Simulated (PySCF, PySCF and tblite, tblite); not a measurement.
# C3H6O2Si: a path driven as a shift of bonds, and NMR exchange, part 2 of 2

PySCF and tblite. Atoms count from 0. Earlier steps stand in the parts before.

## (10) Shieldings, saddle of leg 1: PBE0/pcSseg-1

What the job is given:

```
{"job": {"kind": "nmr", "xc": "PBE0", "basis": "pcSseg-1", "pop": false}, "charge": 0, "multiplicity": 1}
O     -0.705000    -1.071413    -0.335534
C     -1.512140    -0.152319    -0.009709
C     -1.136758     1.088480     0.500026
C      0.214502     1.292198     0.770009
O      1.135989     0.468728     0.496077
Si     1.176283    -1.065176    -0.630981
H     -2.582328    -0.393713    -0.133511
H     -1.881688     1.838185     0.760665
H      0.539401     2.218009     1.276134
H      1.572478    -2.081815     0.377421
H      0.768302    -1.757906    -1.906322
H      2.410959    -0.383257    -1.164275
```

What it wrote:

```text
coarse grid: 10776 points
cycle   1  E = -557.2045367687  dE =  9.110e-01  |g| = 8.324e-01  |ddm| = 3.133e+00
cycle   2  E = -556.8810866383  dE =  3.235e-01  |g| = 1.554e+00  |ddm| = 1.665e+00
cycle   3  E = -557.3261399896  dE = -4.451e-01  |g| = 1.723e-01  |ddm| = 1.255e+00
cycle   4  E = -557.3326855928  dE = -6.546e-03  |g| = 5.732e-02  |ddm| = 1.936e-01
cycle   5  E = -557.3334601633  dE = -7.746e-04  |g| = 1.082e-02  |ddm| = 5.078e-02
cycle   6  E = -557.3334837340  dE = -2.357e-05  |g| = 2.790e-03  |ddm| = 1.032e-02
cycle   7  E = -557.3334854553  dE = -1.721e-06  |g| = 4.324e-04  |ddm| = 2.623e-03
final grid: 100200 points
cycle   8  E = -557.3889540511  dE = -1.950e-06  |g| = 1.304e-02  |ddm| = 1.779e-02
cycle   9  E = -557.3888732525  dE =  8.080e-05  |g| = 2.443e-02  |ddm| = 2.280e-02
cycle  10  E = -557.3889838560  dE = -1.106e-04  |g| = 1.246e-03  |ddm| = 1.694e-02
cycle  11  E = -557.3889842291  dE = -3.731e-07  |g| = 2.125e-04  |ddm| = 1.446e-03
cycle  12  E = -557.3889842378  dE = -8.655e-09  |g| = 6.698e-05  |ddm| = 1.701e-04
cycle  13  E = -557.3889842388  dE = -1.015e-09  |g| = 1.515e-05  |ddm| = 6.438e-05
cycle  14  E = -557.3889842389  dE = -5.457e-11  |g| = 5.466e-06  |ddm| = 1.708e-05
converged SCF energy = -557.3889842389

GIAO shielding tensors (ppm)
atom      isotropic    diamagn.    paramagn.     s11        s22        s33       span
  0 O      -13.893     402.460    -416.353   -201.425   -140.782    300.528    501.953
  1 C       -4.572     247.119    -251.691   -104.311    -12.587    103.182    207.493
  2 C       79.236     262.501    -183.265    -36.456    115.434    158.730    195.186
  3 C       -4.549     247.120    -251.669   -104.289    -12.552    103.195    207.484
  4 O      -13.753     402.457    -416.210   -201.242   -140.525    300.508    501.750
  5 Si     438.275     873.088    -434.812    362.439    401.703    550.684    188.245
  6 H       23.099      28.002      -4.903     20.055     24.057     25.184      5.129
  7 H       25.809      31.150      -5.341     24.284     26.144     27.000      2.716
  8 H       23.100      28.004      -4.904     20.056     24.058     25.186      5.130
  9 H       26.379      27.642      -1.263     23.763     24.037     31.335      7.571
 10 H       25.959      27.527      -1.568     22.261     25.907     29.709      7.448
 11 H       25.957      27.524      -1.568     22.259     25.905     29.707      7.448
```

Run time: 8.2 s. Hardware: 1 thread of AMD EPYC 9R45, shared host; peak memory 0.72 GiB.

In short: HOMO -7.57 eV, LUMO -2.24 eV; dipole 3.96 D.

The fields below are evaluated on a grid from the run's orbitals.

Frontier orbitals at PBE0/pcSseg-1, with the share of their density that lies nearest to each atom:

```
orbital  energy (eV)                                         lies on
   HOMO        -7.57         C2 34 %; O0, O4 about 16 % each; H9 8 %
   LUMO        -2.24  C1, C3 about 27 % each; O0, O4 about 14 % each
```

ELF in a plane through or near 9 of the atoms.

Values, 10 rows by 14 columns:
```
0.00 0.00 0.00 0.00 0.00 0.00 0.00 0.00 0.00 0.00 0.00 0.00 0.00 0.00
0.00 0.00 0.00 0.00 0.00 0.00 0.00 0.00 0.01 0.02 0.00 0.00 0.00 0.00
0.00 0.00 0.00 0.03 0.02 0.03 0.42 0.02 0.84 1.00 0.66 0.00 0.00 0.00
0.00 0.00 0.08 0.71 0.52 0.13 0.89 0.69 0.64 0.91 0.09 0.00 0.00 0.00
0.00 0.00 0.03 0.47 0.56 0.19 0.88 0.71 0.41 0.61 0.53 0.74 0.01 0.00
0.00 0.00 0.02 0.17 0.36 0.69 0.40 0.07 0.62 0.16 0.98 0.99 0.09 0.00
0.00 0.00 0.08 0.68 0.81 0.18 0.68 0.82 0.89 0.41 0.03 0.04 0.00 0.00
0.00 0.00 0.01 0.33 0.08 0.11 0.78 0.13 0.91 1.00 0.70 0.00 0.00 0.00
0.00 0.00 0.00 0.00 0.00 0.00 0.01 0.00 0.35 0.75 0.05 0.00 0.00 0.00
0.00 0.00 0.00 0.00 0.00 0.00 0.00 0.00 0.00 0.00 0.00 0.00 0.00 0.00
```
The map spans 10.7 Å across and 9.5 Å up, centred on the molecule. Atoms in the plane (x, y in Å): O0 (-0.3, -1.3), C1 (0.9, -1.2), C2 (1.6, 0.0), C3 (0.9, 1.2), O4 (-0.3, 1.3), Si5 (-1.7, 0.0), H6 (1.5, -2.2), H7 (2.7, 0.0), H8 (1.5, 2.2).

log10 of the density (e/Å³) in the same plane.

Ten even steps from ' ' (-4.0) to '@' (1.9):
```
                                                        
                                                        
                            ....::::::....              
              ..........::::::----------::..            
        ....::::::::----========++++++==--::..          
      ..::::--------==++++++++++**##**++==::..          
      ..::--========++**######**####**++==::::..        
    ..::--====++++++++####@@####@@##**++==----::..      
    ..::--==++++********############****++====--..      
    ..::--==++++##@@%%****++++****######****++==::..    
    ..::--==++++##@@%%****++++****######****++==::..    
    ..::--==++++********############****++====--..      
    ..::--====++++++++####%%##%%@@##**++==----::..      
      ..::--========++**######**####**++==::::..        
      ..::::--------==++++++++++**##**++==::..          
        ....::::::::--==========++++++==--::..          
              ..........::::::----------::..            
                            ....::::::....              
                                                        
                                                        
```
The map spans 10.7 Å across and 9.5 Å up, centred on the molecule. Atoms in the plane (x, y in Å): O0 (-0.3, -1.3), C1 (0.9, -1.2), C2 (1.6, 0.0), C3 (0.9, 1.2), O4 (-0.3, 1.3), Si5 (-1.7, 0.0), H6 (1.5, -2.2), H7 (2.7, 0.0), H8 (1.5, 2.2).

On the surface of density 0.002 e/bohr³ the electrostatic potential runs, from the 1st to the 99th percentile, from -1.13 V near O0 to 1.44 V near Si5.

## (11) Kinetics and line shapes

What the job is given:

```
{"job": {"smiles": "O=CC=CO[SiH3]", "charge": 0, "mult": 1, "motion": "shift", "what": "hydrogen transfer in a chelate ring", "atoms": [5, 4, 0], "drives": [{"terms": [["d", [5, 4], 1], ["d", [5, 0], -1]], "neg": true, "n": 14}], "study": "path", "level": {"kind": "nmr", "xc": "PBE0", "basis": "pcSseg-1"}, "fields": [100, 300, 900], "first": 3, "seed": 361, "refine": {"xc": "PBE0", "basis": "def2-SVP"}, "kind": "path"}, "charge": 0, "multiplicity": 1}
O     -1.009304    -1.226345    -0.318254
C     -1.651997    -0.306970     0.155893
C     -1.127638     0.946127     0.605018
C      0.188336     1.266655     0.553806
O      1.182885     0.561963     0.120334
Si     1.446014    -0.952549    -0.548835
H     -2.746520    -0.416841     0.263866
H     -1.819146     1.669466     1.003642
H      0.496758     2.248514     0.919992
H      1.235530    -2.010923     0.424224
H      0.909354    -1.042838    -1.896159
H      2.896927    -0.736944    -0.662474
```

What it wrote:

```text
stationary points (kcal/mol above the start)
  n  kind          group   xTB      DFT    lowest mode
  0  minimum      Cs       0.00     0.00      45.3
  1  saddle       Cs       3.35     5.71    -159.4
  2  minimum      Cs       0.00     0.00      44.9

GFN2-xTB energies: T/K, barrier G, reaction G (kcal/mol), k forward, k back (1/s)
 150.00     3.47     0.00    5.5e+07    5.5e+07
 200.00     3.65     0.00   8.51e+08   8.52e+08
 250.00     3.85     0.00   4.46e+09   4.46e+09
 298.15     4.06     0.00   1.31e+10   1.31e+10
 350.00     4.30     0.00   3.03e+10   3.03e+10
 400.00     4.53     0.00   5.57e+10   5.57e+10
 500.00     5.03     0.00   1.32e+11   1.33e+11

PBE0-D3(BJ)/def2-SVP energies: T/K, barrier G, reaction G (kcal/mol), k forward, k back (1/s)
 150.00     5.16    -0.00   1.91e+05   1.91e+05
 200.00     5.34    -0.00   1.22e+07   1.22e+07
 250.00     5.54    -0.00   1.49e+08   1.49e+08
 298.15     5.75    -0.00    7.6e+08    7.6e+08
 350.00     5.98    -0.00   2.68e+09   2.68e+09
 400.00     6.22    -0.00   6.66e+09   6.66e+09
 500.00     6.71    -0.00   2.42e+10   2.42e+10

PBE0/pcSseg-1 + D3(BJ) energies: T/K, barrier G, reaction G (kcal/mol), k forward, k back (1/s)
 150.00     5.83    -0.00   1.99e+04   1.99e+04
 200.00     6.01    -0.00   2.24e+06   2.24e+06
 250.00     6.21    -0.00   3.85e+07   3.84e+07
 298.15     6.42    -0.00   2.44e+08   2.44e+08
 350.00     6.66    -0.00   1.02e+09   1.02e+09
 400.00     6.89    -0.00   2.86e+09   2.85e+09
 500.00     7.39    -0.00   1.23e+10   1.23e+10
```

Run time: 75 s. Hardware: 1 thread of AMD EPYC 9R45, shared host; peak memory 0.72 GiB. This counts the whole study up to here.

Barriers by level (kcal/mol; entropies in cal/(mol K)). Zero-point and thermal terms come from xTB in every row. ΔG‡ leaves symmetry out; the rate counts equivalent paths (a factor of 2); effective ΔG‡, where given, is the barrier that would give that rate by Eyring's equation alone:

```
                 level   ΔE‡  with zero-point   ΔH‡   ΔS‡  ΔG‡ (298 K)  ΔE of reaction  k at 298 K (1/s)  effective ΔG‡
              GFN2-xTB  3.35             3.13  2.42  -5.5         4.06            0.00           1.3e+10           3.65
  PBE0-D3(BJ)/def2-SVP  5.04             4.82  4.11  -5.5         5.75            0.00           7.6e+08           5.34
PBE0/pcSseg-1 + D3(BJ)  5.71             5.50  4.79  -5.5         6.42            0.00           2.4e+08           6.01
```

Sites that the driver pairs across this motion, and where their lines would merge (no couplings; faster rotations or exchange between molecules can average them sooner):

```
nucleus  sites: shielding (ppm)  proton frequency (MHz)  spread (Hz)  coalescence (K)  lines at 298 K
    17O   O0: -228.8; O4: 179.6                     100         5539              146               1
    17O   O0: -228.8; O4: 179.6                     300        16616              155               1
    17O   O0: -228.8; O4: 179.6                     900        49849              165               1
    13C      C1: -9.3; C3: 13.0                     100          562              131               1
    13C      C1: -9.3; C3: 13.0                     300         1685              138               1
    13C      C1: -9.3; C3: 13.0                     900         5054              146               1
     1H    H6: 22.40; H8: 24.47                     100          207              125               1
     1H    H6: 22.40; H8: 24.47                     300          620              131               1
     1H    H6: 22.40; H8: 24.47                     900         1862              138               1
```

Lines of quadrupolar nuclei are broad, so their coalescence could hardly be seen.

## (12) What came out

What follows sums up all 2 parts.

```
                        quantity                              value
barrier (PBE0/pcSseg-1 + D3(BJ))   ΔE‡ 5.7, ΔG‡(298 K) 6.4 kcal/mol
              barrier (GFN2-xTB)                   ΔE‡ 3.4 kcal/mol
                   rate at 298 K                        2.4e+08 s⁻¹
                 end of the path  the start, renumbered or mirrored
           coalescence of 13C C1                   146 K at 900 MHz
```

What this shows: The barrier is 5.7 kcal/mol at the DFT level (xTB: 3.4); with thermal terms and the count of paths the DFT value gives a rate of 2.4e+08 s⁻¹ at 298 K. An error of 1.4 kcal/mol changes that rate tenfold. The 13C lines of C1 and its partners, 5054 Hz apart at 900 MHz, merge at 146 K, so by this path alone the exchange at 298 K is fast for them; other paths were not followed.
